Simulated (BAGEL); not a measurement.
# UHF/def2-SVP (density fitting with qzvpp-jkfit) run of Si2H5SO (SMILES O[SiH2]S[SiH2])

Aim: the energy change on altering one bond length of Si2H5SO at UHF/def2-SVP (density fitting with qzvpp-jkfit), from 2 runs. 

Program for the calculation: BAGEL 1.2.2.

1 further run of the same task is left out (set aside as unsound or not needed). Runs told in other sessions of the task aren't counted.

### 1 The molecule

Si2H5SO has 9 atoms, charge 0, and is taken as a doublet. SMILES: `O[SiH2]S[SiH2]`. Geometry: relaxed at PBE0-D4/def2-TZVP. This is one conformer, not always the lowest.

Bond lengths: O1–Si2 1.638 Å, Si2–S3 2.143 Å, S3–Si4 2.129 Å, O1–H5 0.959 Å, Si2–H6 1.486 Å, Si2–H7 1.476 Å, Si4–H8 1.495 Å, Si4–H9 1.489 Å. Some angles: O1–Si2–S3 112.9°, Si2–S3–Si4 97.0°, O1–Si2–H6 111.4°, O1–Si2–H7 105.8°, S3–Si2–H6 107.3°, S3–Si2–H7 107.2°, Si2–O1–H5 118.0°, S3–Si4–H8 110.2°, S3–Si4–H9 107.5°, H6–Si2–H7 112.2°.

### 2 The energy at UHF/def2-SVP (density fitting with qzvpp-jkfit)

input.json

```json
{ "bagel": [

{
  "title": "molecule",
  "basis": "svp",
  "df_basis": "qzvpp-jkfit",
  "angstrom": true,
  "geometry": [
    { "atom": "O", "xyz": [   -0.385500,    1.720800,   -1.014500 ] },
    { "atom": "Si", "xyz": [   -1.120700,    0.633400,   -0.034100 ] },
    { "atom": "S", "xyz": [   -0.625100,   -1.394800,   -0.517500 ] },
    { "atom": "Si", "xyz": [    1.124200,   -1.529200,    0.689200 ] },
    { "atom": "H", "xyz": [    0.572500,    1.717100,   -1.051200 ] },
    { "atom": "H", "xyz": [   -0.753500,    0.852100,    1.388900 ] },
    { "atom": "H", "xyz": [   -2.569300,    0.796000,   -0.266700 ] },
    { "atom": "H", "xyz": [    1.867700,   -0.232000,    0.666700 ] },
    { "atom": "H", "xyz": [    1.978000,   -2.609700,    0.122200 ] }
  ]
},
{ "title": "uhf", "nopen": 1 },
{ "title": "print", "file": "orbitals.molden", "orbitals": true }

]}
```

On the command line:

```sh
$ BAGEL_NUM_THREADS=1 BAGEL input.json > input.out
```

The program printed:

```text
* using 1 threads per process

  ===============================================================
  ===============================================================

  *** Geometry ***

  { "atom" : "O", "xyz" : [     -0.728489,      3.251841,     -1.917127 ] },
  { "atom" : "Si", "xyz" : [     -2.117816,      1.196953,     -0.064440 ] },
  { "atom" : "S", "xyz" : [     -1.181268,     -2.635790,     -0.977933 ] },
  { "atom" : "Si", "xyz" : [      2.124430,     -2.889769,      1.302399 ] },
  { "atom" : "H", "xyz" : [      1.081868,      3.244849,     -1.986480 ] },
  { "atom" : "H", "xyz" : [     -1.423909,      1.610236,      2.624641 ] },
  { "atom" : "H", "xyz" : [     -4.855273,      1.504222,     -0.503990 ] },
  { "atom" : "H", "xyz" : [      3.529441,     -0.438416,      1.259880 ] },
  { "atom" : "H", "xyz" : [      3.737878,     -4.931618,      0.230925 ] },

  Number of auxiliary basis functions:      551

  Since a DF basis is specified, we compute 2- and 3-index integrals:
    o Being stored without compression. Storage requirement is 0.038 GB

  Number of basis functions:       93
  Number of electrons      :       57

    * METHOD: MOLECULE                             0.32

  *** Open-shell HF ***

  === Nuclear Repulsion ===
   274.4954556963

      * DIIS with orbital gradients will be used.

  === UHF iteration (svp) ===
      0      -1052.67372712          0.03116307           0.27
      1      -1052.79249035          0.02016964           0.27
      2      -1052.82978787          0.01293956           0.27
      3      -1052.85400300          0.00088036           0.27
      4      -1052.85449512          0.00028004           0.27
      5      -1052.85455577          0.00011237           0.26
      6      -1052.85457813          0.00003201           0.27
      7      -1052.85458164          0.00001106           0.27
      8      -1052.85458230          0.00000423           0.26
      9      -1052.85458243          0.00000159           0.27
     10      -1052.85458245          0.00000072           0.27
     11      -1052.85458246          0.00000033           0.26
     12      -1052.85458246          0.00000014           0.26
     13      -1052.85458246          0.00000005           0.26
     14      -1052.85458246          0.00000002           0.26
     15      -1052.85458246          0.00000001           0.26
     16      -1052.85458246          0.00000001           0.26
    * SCF iteration converged.

    * S^2 (UHF) is 0.7543

    * Permanent dipole moment:
           (   -0.641794,    -0.120808,    -0.494372) a.u.

    * METHOD: UHF                                  4.78

    * METHOD: PRINT                                0.01

  ===============================================================
```

Wall time 5.4 s (1 thread of Arm Neoverse V2, shared host); peak memory 0.15 GiB.

### 3 The distorted shape

calc.json

```json
{ "bagel" : [

{
  "title" : "molecule",
  "basis" : "svp",
  "df_basis" : "qzvpp-jkfit",
  "angstrom" : true,
  "geometry" : [
    { "atom" : "O", "xyz" : [      -0.164956,       2.046996,      -1.308599 ] },
    { "atom" : "Si", "xyz" : [      -1.120700,       0.633400,      -0.034100 ] },
    { "atom" : "S", "xyz" : [      -0.625100,      -1.394800,      -0.517500 ] },
    { "atom" : "Si", "xyz" : [       1.124200,      -1.529200,       0.689200 ] },
    { "atom" : "H", "xyz" : [       0.793044,       2.043296,      -1.345299 ] },
    { "atom" : "H", "xyz" : [      -0.753500,       0.852100,       1.388900 ] },
    { "atom" : "H", "xyz" : [      -2.569300,       0.796000,      -0.266700 ] },
    { "atom" : "H", "xyz" : [       1.867700,      -0.232000,       0.666700 ] },
    { "atom" : "H", "xyz" : [       1.978000,      -2.609700,       0.122200 ] }
  ]
},

{
  "title" : "uhf",
  "nopen" : 1
},

{
  "title" : "print",
  "file" : "orbitals.molden",
  "orbitals" : true
}

]}
```

On the command line:

```sh
$ BAGEL_NUM_THREADS=1 BAGEL calc.json > calc.out
```

The program printed:

```text
* using 1 threads per process

  ===============================================================
  ===============================================================

  *** Geometry ***

  { "atom" : "O", "xyz" : [     -0.311722,      3.868262,     -2.472894 ] },
  { "atom" : "Si", "xyz" : [     -2.117816,      1.196953,     -0.064440 ] },
  { "atom" : "S", "xyz" : [     -1.181268,     -2.635790,     -0.977933 ] },
  { "atom" : "Si", "xyz" : [      2.124430,     -2.889769,      1.302399 ] },
  { "atom" : "H", "xyz" : [      1.498636,      3.861270,     -2.542247 ] },
  { "atom" : "H", "xyz" : [     -1.423909,      1.610236,      2.624641 ] },
  { "atom" : "H", "xyz" : [     -4.855273,      1.504222,     -0.503990 ] },
  { "atom" : "H", "xyz" : [      3.529441,     -0.438416,      1.259880 ] },
  { "atom" : "H", "xyz" : [      3.737878,     -4.931618,      0.230925 ] },

  Number of auxiliary basis functions:      551

  Since a DF basis is specified, we compute 2- and 3-index integrals:
    o Being stored without compression. Storage requirement is 0.038 GB

  Number of basis functions:       93
  Number of electrons      :       57

    * METHOD: MOLECULE                             0.31

  *** Open-shell HF ***

  === Nuclear Repulsion ===
   260.9303200913

      * DIIS with orbital gradients will be used.

  === UHF iteration (svp) ===
      0      -1052.53185593          0.03603852           0.27
      1      -1052.64184436          0.02941789           0.27
      2      -1052.70286466          0.02242566           0.27
      3      -1052.78039348          0.00122503           0.27
      4      -1052.78114005          0.00039682           0.27
      5      -1052.78125096          0.00015394           0.27
      6      -1052.78127719          0.00005269           0.27
      7      -1052.78128262          0.00001563           0.27
      8      -1052.78128342          0.00000684           0.27
      9      -1052.78128369          0.00000321           0.27
     10      -1052.78128378          0.00000110           0.27
     11      -1052.78128380          0.00000057           0.27
     12      -1052.78128381          0.00000027           0.27
     13      -1052.78128381          0.00000011           0.27
     14      -1052.78128382          0.00000006           0.27
     15      -1052.78128382          0.00000003           0.27
     16      -1052.78128382          0.00000002           0.27
     17      -1052.78128383          0.00000001           0.27
     18      -1052.78128383          0.00000001           0.27
    * SCF iteration converged.

    * S^2 (UHF) is 0.7542

    * Permanent dipole moment:
           (   -0.331420,     0.546890,    -1.010161) a.u.

    * METHOD: UHF                                  5.36

    * METHOD: PRINT                                0.01

  ===============================================================
```

It took 6 s on 1 thread of Arm Neoverse V2, shared host; peak memory 0.15 GiB.

### 4 Results

Level: UHF/def2-SVP (density fitting with qzvpp-jkfit).

| quantity | value |
| --- | --- |
| first shape: total energy | -1052.85458 Eh |
| first shape: dipole moment | 2.08 D |
| first shape: ⟨S²⟩ | 0.754 |
| distorted shape: total energy | -1052.78128 Eh |
| distorted shape: dipole moment | 3.04 D |
| distorted shape: ⟨S²⟩ | 0.754 |
| energy change with the O1–Si2 bond stretched from 1.638 to 2.130 Å | 1.995 eV |

**Reading.** With the O1–Si2 bond stretched from 1.638 to 2.130 Å the energy rises by 1.99 eV (46 kcal/mol). The first shape isn't relaxed at this level, so the change isn't measured from a minimum.
